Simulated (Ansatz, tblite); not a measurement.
# [TaOF4]-: one state, many levels

An exercise on one series of results from a longer session: the logs are not shown, and one member is left open.

Computed with Ansatz 0.2.0, Gaussian basis. Level: as each input shows.

Levels to be run: GFN1-xTB, GFN2-xTB, PBE-D4/def2-TZVPD, r2SCAN-D4/def2-TZVPD, revPBE-D4/def2-TZVPD, CAM-B3LYP-D4/def2-TZVPD, B3LYP-D4/def2-TZVPD, BHLYP-D4/def2-TZVPD, BLYP-D4/def2-TZVPD, r2SCANh-D4/def2-TZVPD, ωB97X-V/def2-TZVPD, PBE+5HF/def2-TZVPD, PBE+10HF/def2-TZVPD, PBE+15HF/def2-TZVPD, PBE+35HF/def2-TZVPD, PBE+50HF/def2-TZVPD, PBE-D4/def2-SVPD, PBE0-D4/def2-SVPD, CCSD(T)/def2-SVPD, MP2/def2-TZVPD, RPA/def2-TZVPD.

## The relaxed structure

The singlet was relaxed beforehand with r2SCAN-D4/def2-SVPD.

6 atoms, charge -1, spin multiplicity 1.

Bond lengths: Ta1–O2 1.748 Å, Ta1–F3 1.947 Å, Ta1–F4 1.947 Å, Ta1–F5 1.947 Å, Ta1–F6 1.947 Å. Angles: O2–Ta1–F3 105.7°, O2–Ta1–F4 105.7°, O2–Ta1–F5 105.7°, O2–Ta1–F6 105.7°, F3–Ta1–F4 85.8°, F3–Ta1–F5 148.6°, F3–Ta1–F6 85.8°, F4–Ta1–F5 85.8°, F4–Ta1–F6 148.6°, F5–Ta1–F6 85.8°.

Geometry (Å):

```xyz
6
F4OTa
Ta    0.0001   -0.0002    0.0599
O     0.0031   -0.0067    1.8074
F     1.8739    0.0134   -0.4700
F    -0.0126    1.8764   -0.4599
F    -1.8754   -0.0099   -0.4637
F     0.0110   -1.8729   -0.4738
```

Formally the metal is d0. Ta takes a core potential in the def2 sets. No spin-orbit coupling is included. The ion is computed in the gas phase, without counter-ions or solvent.

PBE0-D4/def2-TZVPD was run before; its log isn't repeated, and its numbers join the tables.

The first run:

Tight binding, by tblite at 300 K electronic temperature and without a spin-polarisation term:

```python
tblite.interface.Calculator('GFN1-xTB', numbers, positions, charge=-1, uhf=0).singlepoint()
```

Tight binding, by tblite at 300 K electronic temperature and without a spin-polarisation term:

```python
tblite.interface.Calculator('GFN2-xTB', numbers, positions, charge=-1, uhf=0).singlepoint()
```

start.molden holds the orbitals of an earlier run on this state, given as this run's starting guess.

Input file in.yaml:

```yaml
crystal:
  periodic: [false, false, false]
  atoms:
    - {symbol: Ta, position_ang: [0.000117, -0.000193, 0.059930]}
    - {symbol: O, position_ang: [0.003062, -0.006742, 1.807435]}
    - {symbol: F, position_ang: [1.873858, 0.013370, -0.470018]}
    - {symbol: F, position_ang: [-0.012619, 1.876395, -0.459871]}
    - {symbol: F, position_ang: [-1.875425, -0.009946, -0.463699]}
    - {symbol: F, position_ang: [0.011007, -1.872885, -0.473786]}
basis:
  gaussian: {orbitals: def2-TZVPD, initial_orbitals: start.molden}
total_charge: -1
hamiltonian: {xc: pbe, dispersion: d4}
scf: {omitted_lower_state_checks: [starts]}
output: {orbitals: {seedname: orbitals}}
```

On the command line:

```sh
ansatz run in.yaml --threads 4 --pin off --events-out ev --progress --plain --max-ram 3916MiB
```

Among the steps run: PBE-D4/def2-TZVPD; r2SCAN-D4/def2-TZVPD; revPBE-D4/def2-TZVPD; CAM-B3LYP-D4/def2-TZVPD; B3LYP-D4/def2-TZVPD; BHLYP-D4/def2-TZVPD; BLYP-D4/def2-TZVPD; r2SCANh-D4/def2-TZVPD; ωB97X-V/def2-TZVPD; PBE+5HF/def2-TZVPD; PBE+10HF/def2-TZVPD; PBE+15HF/def2-TZVPD; PBE+35HF/def2-TZVPD; PBE+50HF/def2-TZVPD; PBE-D4/def2-SVPD; PBE0-D4/def2-SVPD; CCSD(T)/def2-SVPD; MP2/def2-TZVPD; RPA/def2-TZVPD.

One table of the session follows, with a row left open; its other results are not shown here.

```
                  level  HOMO (eV)  LUMO (eV)  gap (eV)
       PBE-D4/def2-SVPD      -3.10       2.49      5.58
      PBE-D4/def2-TZVPD      -2.96       2.67      5.63
   revPBE-D4/def2-TZVPD      -2.87       2.79      5.66
     BLYP-D4/def2-TZVPD          ?          ?         ?
   r2SCAN-D4/def2-TZVPD      -3.30       2.84      6.15
  r2SCANh-D4/def2-TZVPD      -3.92       3.17      7.10
    B3LYP-D4/def2-TZVPD      -4.35       3.26      7.61
      PBE0-D4/def2-SVPD      -4.76       3.35      8.11
     PBE0-D4/def2-TZVPD      -4.60       3.57      8.17
    BHLYP-D4/def2-TZVPD      -6.16       4.02     10.17
CAM-B3LYP-D4/def2-TZVPD      -6.10       4.13     10.24
     ωB97X-V/def2-TZVPD      -7.07       4.81     11.89
     PBE+5HF/def2-TZVPD      -3.29       2.84      6.13
    PBE+10HF/def2-TZVPD      -3.61       3.02      6.64
    PBE+15HF/def2-TZVPD      -3.94       3.20      7.14
    PBE+35HF/def2-TZVPD      -5.26       3.92      9.18
    PBE+50HF/def2-TZVPD      -6.25       4.18     10.43
```

Estimate the missing values for BLYP-D4/def2-TZVPD.

Worked estimate for «HOMO (eV)». Against the share of exact exchange, B3LYP-D4/def2-TZVPD (0.2, -4.35), BHLYP-D4/def2-TZVPD (0.5, -6.16) give a slope of -6.03 per unit share; at 0 the line stands at -3.14.

**Answer.** HOMO (eV): -2.87; LUMO (eV): 2.72; gap (eV): 5.59. In «HOMO (eV)» the line misses by -0.27.
